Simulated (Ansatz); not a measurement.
# CO: the cost of one run

Program: Ansatz 0.2.0. Level of theory: DFT PBEsol, scalar-relativistic, plane waves, PAW. These are calculated values, not measurements.

5 further runs of the same task are left out: 5 set aside as unsound or not needed.

## Step 1: The system as given

Symmetry: P2_13, No. 198, cubic system. Conventional cell: a = 5.953 Å, b = 5.953 Å, c = 5.953 Å, α = 90.00°, β = 90.00°, γ = 90.00°. C (site symmetry 3) has 1 O at 1.13 Å as nearest neighbours. O (site symmetry 3) is surrounded by 1 C at 1.13 Å.

As a file:

```cif
data_structure
_symmetry_space_group_name_H-M 'P2_13'
_symmetry_Int_Tables_number 198
_cell_length_a 5.9526
_cell_length_b 5.9526
_cell_length_c 5.9526
_cell_angle_alpha 90.000
_cell_angle_beta 90.000
_cell_angle_gamma 90.000
_cell_volume 210.93
loop_
_atom_site_label
_atom_site_type_symbol
_atom_site_symmetry_multiplicity
_atom_site_Wyckoff_symbol
_atom_site_fract_x
_atom_site_fract_y
_atom_site_fract_z
_atom_site_occupancy
C1 C 4 a 0.46465 0.46465 0.46465 1
O1 O 4 a 0.57451 0.57451 0.57451 1
```

It is built from the cell relaxed beforehand with the same method (26.37 Å³/atom).

## Step 2: The undisturbed cell

The input, input.yaml:

```yaml
crystal:
  lattice:
    - [0.0, -5.9526445718, 0.0]
    - [0.0, 0.0, -5.9526445718]
    - [11.9052891436, 0.0, 0.0]
  atoms:
    - { symbol: C, position: [0.0353513179, 0.0353513179, 0.4823243411] }
    - { symbol: C, position: [0.0353513179, 0.0353513179, 0.982324341] }
    - { symbol: C, position: [0.9646486821, 0.5353513179, 0.267675659] }
    - { symbol: C, position: [0.9646486821, 0.5353513179, 0.767675659] }
    - { symbol: C, position: [0.4646486821, 0.9646486821, 0.232324341] }
    - { symbol: C, position: [0.4646486821, 0.9646486821, 0.732324341] }
    - { symbol: C, position: [0.5353513179, 0.4646486821, 0.017675659] }
    - { symbol: C, position: [0.5353513179, 0.4646486821, 0.517675659] }
    - { symbol: O, position: [0.9254882259, 0.9254882259, 0.037255887] }
    - { symbol: O, position: [0.9254882259, 0.9254882259, 0.537255887] }
    - { symbol: O, position: [0.0745117741, 0.4254882259, 0.212744113] }
    - { symbol: O, position: [0.0745117741, 0.4254882259, 0.712744113] }
    - { symbol: O, position: [0.5745117741, 0.0745117741, 0.287255887] }
    - { symbol: O, position: [0.5745117741, 0.0745117741, 0.787255887] }
    - { symbol: O, position: [0.4254882259, 0.5745117741, 0.462744113] }
    - { symbol: O, position: [0.4254882259, 0.5745117741, 0.962744113] }
basis:
  ecutwfc: 420
kpoints:
  mp_grid: { grid: [4, 4, 2] }
hamiltonian:
  xc: pbesol
scf:
  occupations: { method: gaussian, width: 0.05 }
output:
  forces: true
  stress: true
  eigenvalues: true
  write_density: true
  write_potential: true
  elf: true
  volumetric_format: npy
```

Started as:

```sh
ansatz run input.yaml --threads 2 --pin off --max-ram 5120MiB --backend cpu --events-out ev --progress --plain --runs-dir out
```

**Question.** How long does this run take on 2 threads of Arm Neoverse V2, shared host, and how much memory does it need?

About 15 s, with a peak of 0.75 GiB.
